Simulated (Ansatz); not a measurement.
# CCl2GaNO: basis-set convergence

An exercise on one series of results from a longer session: the logs are not shown, and one member is left open.

Method: one geometry, several basis sets; program: Ansatz 0.2.0, Gaussian basis.

Levels to be run: PBE0-D4/def2-SVP; ωB97M-V/def2-SVP; PBE0-D4/def2-QZVPP; ωB97M-V/def2-QZVPP; the functionals' def2-TZVPP values are taken from earlier runs.

## Structure used throughout

All runs share one geometry, relaxed beforehand with PBE0-D4 in a triple-zeta def2 set.

SMILES `O=C=[N][Ga]([Cl])[Cl]`, 6 atoms, charge 0, spin multiplicity 1.

Atoms are counted from 1 here; the program's logs count them from 0.

Bond lengths: O1–C2 1.162 Å, C2–N3 1.205 Å, N3–Ga4 1.810 Å, Ga4–Cl5 2.106 Å, Ga4–Cl6 2.113 Å. Angles: O1–C2–N3 176.1°, C2–N3–Ga4 140.3°, N3–Ga4–Cl5 118.6°, N3–Ga4–Cl6 120.8°, Cl5–Ga4–Cl6 120.7°.

Set-up of the first run:

File in.yaml:

```yaml
crystal:
  periodic: [false, false, false]
  atoms:
    - {symbol: O, position_ang: [-0.747364, 1.507629, 2.307311]}
    - {symbol: C, position_ang: [-0.635835, 0.720854, 1.460078]}
    - {symbol: N, position_ang: [-0.579625, -0.138440, 0.617481]}
    - {symbol: Ga, position_ang: [0.326229, -0.550296, -0.894670]}
    - {symbol: Cl, position_ang: [-0.151682, -2.338582, -1.898716]}
    - {symbol: Cl, position_ang: [1.830378, 0.734835, -1.637483]}
basis:
  gaussian: {orbitals: def2-SVP}
hamiltonian: {xc: pbe0, dispersion: d4}
output: {orbitals: {seedname: orbitals}}
```

Command:

```console
ansatz run in.yaml --threads 4 --pin off --events-out ev --progress --plain --max-ram 10444MiB
```

Among the steps run: PBE0-D4 in def2-SVP; ωB97M-V in def2-SVP; PBE0-D4 in def2-QZVPP; ωB97M-V in def2-QZVPP.

One table of the session follows, with a row left open; its other results are not shown here.

It belongs to the step «Density functionals: the series». 

```
functional       basis  HOMO (eV)  LUMO (eV)
   PBE0-D4    def2-SVP      -9.11      -1.58
   PBE0-D4  def2-TZVPP      -9.21      -1.76
   PBE0-D4  def2-QZVPP      -9.24      -1.85
   ωB97M-V    def2-SVP     -11.29       0.35
   ωB97M-V  def2-TZVPP     -11.44       0.17
   ωB97M-V  def2-QZVPP          ?          ?
```

Q: Estimate the row for ωB97M-V, def2-QZVPP from the others.

As computed: HOMO (eV): -11.48; LUMO (eV): -0.01. In the column «HOMO (eV)» it is the lowest.
